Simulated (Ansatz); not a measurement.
**SnTe: vertical ionisation energy**

The task here is to estimate one member of a computed series from the others.

Computed with Ansatz 0.2.0, Gaussian basis. Level: unrestricted cation, the program's frozen cores in correlated methods.

The runs, in order: UKS PBE-D4/def2-TZVPP; UKS r2SCAN-D4/def2-TZVPP; UKS PBE0-D4/def2-TZVPP; UKS B3LYP-D4/def2-TZVPP; UKS wB97X-V/def2-TZVPP; UKS wB97M-V/def2-TZVPP; UKS B2PLYP/def2-TZVPP; UHF-CCSD(T)/def2-TZVPP; UHF-MP2/def2-QZVPP; extrapolation to the limit; then −ε(HOMO) from the neutral's earlier runs with LDA (SPW92), PBE-D4, revPBE-D4, BLYP-D4, r2SCAN-D4, B97M-V, PBE0-D4, B3LYP-D4, r2SCANh-D4, r2SCAN0-D4, HSE06-D4, BHLYP-D4, CAM-B3LYP-D4, LC-ωPBE, ωB97X-V, ωB97M-V.

1 further run of the same task is left out (for a known fault of the program).

## The geometry

An earlier PBE0-D4 in a triple-zeta def2 set relaxation fixed the geometry. Sn, Te take the def2 core potential; no spin-orbit term is included.

SMILES `[Sn][Te]`, 2 atoms, charge 0, spin multiplicity 1.

Atoms are counted from 1 here; the program's logs count them from 0.

Bond lengths: Sn1–Te2 2.518 Å.

Set-up of the first run:

in.yaml

```yaml
crystal:
  periodic: [false, false, false]
  atoms:
    - {symbol: Sn, position_ang: [0.000000, -0.000000, 0.009477]}
    - {symbol: Te, position_ang: [-0.000000, 0.000000, 2.527293]}
basis:
  gaussian: {orbitals: def2-TZVPP}
total_charge: 1
magnetization: {spin_polarized: true, initial_magnetization: 1}
hamiltonian: {xc: pbe, dispersion: d4}
```

Launch:

```bash
$ ansatz run in.yaml --threads 4 --pin off --events-out ev --progress --plain --max-ram 10444MiB
```

Steps of the session up to this table: Cation, UKS PBE-D4/def2-TZVPP; Cation, UKS r2SCAN-D4/def2-TZVPP; Cation, UKS PBE0-D4/def2-TZVPP; Cation, UKS B3LYP-D4/def2-TZVPP; Cation, UKS wB97X-V/def2-TZVPP; Cation, UKS wB97M-V/def2-TZVPP; Cation, UKS B2PLYP (frozen core)/def2-TZVPP; Cation, UHF-CCSD(T)/def2-TZVPP; Cation, UHF-MP2/def2-QZVPP.

One table of the session follows, with a row left open; its other results are not shown here.

Orbital estimates, from the neutral's runs:

```
  functional  −ε(HOMO) (eV)
 LDA (SPW92)           6.01
      PBE-D4           5.82
   revPBE-D4           5.75
     BLYP-D4           5.63
   r2SCAN-D4           6.06
      B97M-V           5.87
     PBE0-D4           6.67
    B3LYP-D4           6.47
  r2SCANh-D4           6.38
  r2SCAN0-D4           6.84
    HSE06-D4           6.29
    BHLYP-D4           7.34
CAM-B3LYP-D4           7.71
     LC-ωPBE              ?
     ωB97X-V           8.60
     ωB97M-V           8.52
```

**Question.** Estimate the row for LC-ωPBE.

The run gave: −ε(HOMO) (eV): 8.86. In the column «−ε(HOMO) (eV)» it is the highest.
